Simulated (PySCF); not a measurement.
# Solver options tried on Be

Do solver options change the result for Be, or only the number of cycles?

Computed with PySCF 2.14.0. Level: method and basis as typed in the scripts.

2 further runs of the same task are left out: 2 that didn't finish.

## (1) The atom

Be: 1 atom, charge 0, spin multiplicity 1.

## (2) The run that the others are compared with

input.py reads:

```python
from pyscf import gto, dft

mol = gto.M(
    atom='Be 0 0 0',
    basis='cc-pvdz',
    charge=0,
    spin=0,
    symmetry=True,
    verbose=4,
)
mf = dft.RKS(mol, xc='lda,vwn')
mf = mf.density_fit(auxbasis='def2-universal-jkfit')
mf.kernel()
mf.analyze()
print('orbital energies (hartree):', mf.mo_energy[..., max(0, mol.nelec[1]-3):mol.nelec[0]+3].round(4))
```

Started as:

```
$ OMP_NUM_THREADS=1 python input.py
```

The log of this run is left out.

Base result: E(SCF) = -14.443536 Eh, 4 cycles.

## (3) Smearing width 0.05 hartree

Run 1 changes smearing width: none → 0.05 hartree.

input.py reads:

```python
from pyscf import gto, dft, scf

mol = gto.M(
    atom='Be 0 0 0',
    basis='cc-pvdz',
    charge=0,
    spin=0,
    symmetry=True,
    verbose=4,
)
mf = dft.RKS(mol, xc='lda,vwn')
mf = mf.density_fit(auxbasis='def2-universal-jkfit')
mf = scf.addons.smearing_(mf, sigma=0.05, method='fermi')
mf.kernel()
mf.analyze()
print('orbital energies (hartree):', mf.mo_energy[..., max(0, mol.nelec[1]-3):mol.nelec[0]+3].round(4))
```

Started as:

```
$ OMP_NUM_THREADS=1 python input.py
```

## (4) Damping 0.95

Run 2 changes damping: none → 0.95.

Changes to input.py since step 2:

```diff
@@ -12,2 +12,4 @@
 mf = mf.density_fit(auxbasis='def2-universal-jkfit')
+mf.damp = 0.95
+mf.diis_start_cycle = 8
 mf.kernel()
```

## (5) DIIS space off

Run 3 changes DIIS space: default → off.

Changes to input.py since step 2:

```diff
@@ -12,2 +12,3 @@
 mf = mf.density_fit(auxbasis='def2-universal-jkfit')
+mf.diis = False
 mf.kernel()
```

Before running it: what results should come out? Wanted: for each run, E(SCF); from base; gap.

**Answer**, as computed:

| run | E(SCF) (hartree) | from base (eV) | cycles | gap (eV) |
| --- | --- | --- | --- | --- |
| base | -14.443536 | 0 | 4 | 3.55 |
| smearing width 0.05 hartree | -14.348892 | +2.5754 | 6 | n/a |
| damping 0.95 | -14.443536 | 0.0000 | 11 | 3.55 |
| DIIS space off | -14.443536 | 0.0000 | 6 | 3.55 |

Distance from each run's final energy (log10 hartree) by cycle:

| run | cycle 1 | cycle 2 | cycle 3 | cycle 5 | cycle 8 | cycle 12 |
| --- | --- | --- | --- | --- | --- | --- |
| base | -4.0 | -5.4 | -10.0 | done | done | done |
| smearing width 0.05 hartree | -2.8 | -3.4 | -5.1 | -9.2 | done | done |
| damping 0.95 | -4.0 | -4.1 | -4.2 | -4.3 | -5.7 | done |
| DIIS space off | -4.0 | -5.4 | -6.7 | -9.3 | done | done |

What this shows: No change of the SCF energy comes from damping 0.95 or DIIS space off. The base needs 4 cycles and the run with damping 0.95 needs 11.
